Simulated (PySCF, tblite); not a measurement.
**C₄H₈F₃OPS: geometry, infrared bands and NMR shifts**

What infrared bands and NMR shifts should C₄H₈F₃OPS (`CC[P@@](=S)(CO)C(F)(F)F`) show?

Computed with tblite 0.8.0 and PySCF 2.14.0, with density-fitted response routines of our own, on a single molecule in the gas phase. Atoms count from 0, in the outputs and in this text.

### Step 1. The molecule as given

18 atoms, charge 0, multiplicity 1; geometry from: force field or distance geometry start.

Bonds of the start (Å): C0–C1 1.51, C1–P2 1.83, P2–S3 1.71, P2–C4 1.79, C4–O5 1.39, P2–C6 1.83, C6–F7 1.39, C6–F8 1.38, C6–F9 1.37, C0–H10 1.11, C0–H11 1.11, C0–H12 1.11, C1–H13 1.10, C1–H14 1.11, C4–H15 1.11, C4–H16 1.11, O5–H17 0.99.

### Step 2. Optimising the geometry with GFN2-xTB

Job settings and geometry (Å):

```
{"job": {"kind": "relax", "xc": "GFN2-xTB", "basis": "xTB"}, "charge": 0, "multiplicity": 1}
C     -2.132500    -0.870900    -0.183500
C     -1.261600     0.165900    -0.851400
P      0.286400     0.456900     0.086700
S     -0.031300     0.627400     1.759000
C      1.509500    -0.829400    -0.157000
O      0.972800    -2.073000    -0.453000
C      0.987600     1.994600    -0.609600
F      2.152500     2.303200     0.085000
F      1.242300     1.737100    -1.946200
F      0.069900     2.996700    -0.418100
H     -2.643800    -1.431300    -0.988500
H     -2.868700    -0.362400     0.473400
H     -1.532200    -1.603600     0.394000
H     -0.983700    -0.118100    -1.877100
H     -1.810400     1.128900    -0.838500
H      2.174400    -0.927600     0.728400
H      2.152500    -0.510600    -1.009800
H      1.707500    -2.677500    -0.734900
```

Run with:

```bash
$ OMP_NUM_THREADS=1 python probes_run.py task.json out
```

The driver reads the jobs from task.json and runs them one after another.

**Question.** This job is followed by: GFN2-xTB harmonic vibrations, gas phase; GIAO PBE0/pcSseg-1 NMR shielding, non-relativistic, gas phase. Predict these results of the whole session: strongest single infrared mode (GFN2-xTB); zero-point energy (GFN2-xTB); 13C shifts against TMS (PBE0/pcSseg-1); 1H shifts against TMS (PBE0/pcSseg-1, means over atoms taken as alike); 31P shifts against H3PO4 (PBE0/pcSseg-1); 33S shifts against CS2 (PBE0/pcSseg-1); 17O shifts against H2O (PBE0/pcSseg-1); 19F shifts against CFCl3 (PBE0/pcSseg-1, means over atoms taken as alike); surface potential, 1st and 99th percentile.

The runs gave:

```
                                                                 quantity                                   value
                                strongest single infrared mode (GFN2-xTB)                   1082 cm⁻¹, 191 km/mol
                                             zero-point energy (GFN2-xTB)                           75.9 kcal/mol
                                   13C shifts against TMS (PBE0/pcSseg-1)              134.0, 67.6, 30.0, 7.4 ppm
   1H shifts against TMS (PBE0/pcSseg-1, means over atoms taken as alike)  4.59, 4.23, 2.27, 2.11, 2.08, 1.46 ppm
                                 31P shifts against H3PO4 (PBE0/pcSseg-1)                                43.9 ppm
                                   33S shifts against CS2 (PBE0/pcSseg-1)                                -325 ppm
                                   17O shifts against H2O (PBE0/pcSseg-1)                                 7.3 ppm
19F shifts against CFCl3 (PBE0/pcSseg-1, means over atoms taken as alike)                               -90.0 ppm
                                    surface potential, 1st and 99th percentile                      -1.04 V and 1.61 V
```

**Reading.** The optimisation took 194 steps and gained 2.364 eV; among the close pairs (by a distance rule), P2–S3 changed most, from 1.711 to 1.929 Å. No mode is imaginary among the 48: a minimum at this level. The strongest single mode, at 1082 cm⁻¹, moves mainly C6. GFN2-xTB is a fitted tight-binding method: band positions and strengths are rough. Its intensities can rank the bands wrongly. At PBE0/pcSseg-1: Shielding is most anisotropic at S3 (span 306 ppm, paramagnetic term -230 ppm).
